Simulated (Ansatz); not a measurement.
# CH₅Ge (quartet): the correlation ladder, cc-pVDZ

How much of the correlation energy of CH₅Ge (quartet) does each wave-function method recover here?

Program: Ansatz 0.2.0, Gaussian basis. Level of theory: cc-pVDZ, core rule «outside noble gas», up to 15 orbitals frozen. These are calculated values, not measurements.

To be run: UHF; CCSD(T) on ROHF; CCSD(T) on UHF; BCCD(T) on ROHF; CISD; CCSDT(Q) on ROHF; CCSDT(Q) on UHF.

4 further runs of the same task are left out: 4 set aside as unsound or not needed.

## (1) The geometry

The geometry is a PBE0/def2-TZVP stationary point (not a proven minimum) of the parent state, kept for this charge and spin. No spin-orbit coupling is included. The filled d shell of Ge may be among the frozen orbitals whatever the setting's name suggests; the logs give the count.

7 atoms, charge 0, spin multiplicity 4.

Atoms are counted from 1 here; the program's logs count them from 0.

Bond lengths: Ge1–C2 1.960 Å, Ge1–H3 1.546 Å, Ge1–H4 1.546 Å, C2–H5 1.090 Å, C2–H6 1.093 Å, C2–H7 1.090 Å. Angles: C2–Ge1–H3 111.3°, C2–Ge1–H4 111.3°, H3–Ge1–H4 109.6°, Ge1–C2–H5 110.3°, Ge1–C2–H6 109.7°, Ge1–C2–H7 110.3°, H5–C2–H6 108.8°, H5–C2–H7 109.0°, H6–C2–H7 108.8°.

Geometry (Å):

```xyz
7
CH5Ge
Ge   -0.03008    0.00000    0.32756
C     0.05576    0.00000   -1.63062
H     0.63694   -1.26300    0.91934
H     0.63694    1.26300    0.91934
H    -0.43507    0.88726   -2.03063
H     1.09979    0.00000   -1.95306
H    -0.43507   -0.88726   -2.03063
```

## (2) UHF

File in.yaml:

```yaml
crystal:
  periodic: [false, false, false]
  atoms:
    - {symbol: Ge, position_ang: [-0.030083, 0.000000, 0.327556]}
    - {symbol: C, position_ang: [0.055764, 0.000000, -1.630617]}
    - {symbol: H, position_ang: [0.636940, -1.262999, 0.919344]}
    - {symbol: H, position_ang: [0.636941, 1.262999, 0.919344]}
    - {symbol: H, position_ang: [-0.435069, 0.887264, -2.030634]}
    - {symbol: H, position_ang: [1.099792, 0.000000, -1.953064]}
    - {symbol: H, position_ang: [-0.435069, -0.887263, -2.030634]}
basis:
  gaussian: {orbitals: cc-pVDZ}
magnetization: {spin_polarized: true, initial_magnetization: 3}
hamiltonian: {xc: hf}
output: {orbitals: {seedname: orbitals}}
```

Launch:

```sh
$ ansatz run in.yaml --threads 1 --pin off --events-out ev --progress --plain --max-ram 4096MiB --backend cpu
```

After this run come: CCSD(T) on ROHF; CCSD(T) on UHF; BCCD(T) on ROHF; CISD; CCSDT(Q) on ROHF; CCSDT(Q) on UHF.

Q: Predict the results of all the runs planned. Wanted: UCCSDT(Q) below the RHF energy; RMP2 from UCCSDT(Q); UMP2 from UCCSDT(Q); RCCSD from UCCSDT(Q); RCCSD(T) from UCCSDT(Q); UCCSD(T) from UCCSDT(Q); RCCSDT(Q) from UCCSDT(Q); T1 diagnostic.

As calculated:

| quantity | value |
| --- | --- |
| UCCSDT(Q) below the RHF energy | -7.4871 eV |
| RMP2 from UCCSDT(Q) | +1404.8 meV |
| UMP2 from UCCSDT(Q) | +1405.5 meV |
| RCCSD from UCCSDT(Q) | +259.2 meV |
| RCCSD(T) from UCCSDT(Q) | +57.5 meV |
| UCCSD(T) from UCCSDT(Q) | +50.0 meV |
| RCCSDT(Q) from UCCSDT(Q) | +8.9 meV |
| levels within 1 kcal/mol (43 meV) | RCCSDT, UCCSDT, RCCSDT(Q) |
| T1 diagnostic | 0.026 |

What this shows: RCCSD(T) lands +57.5 meV from the yardstick (0.8 % of the correlation energy). These misses are within one basis, not against nature; the frozen cores of restricted and unrestricted runs differ, which can shift their rows.
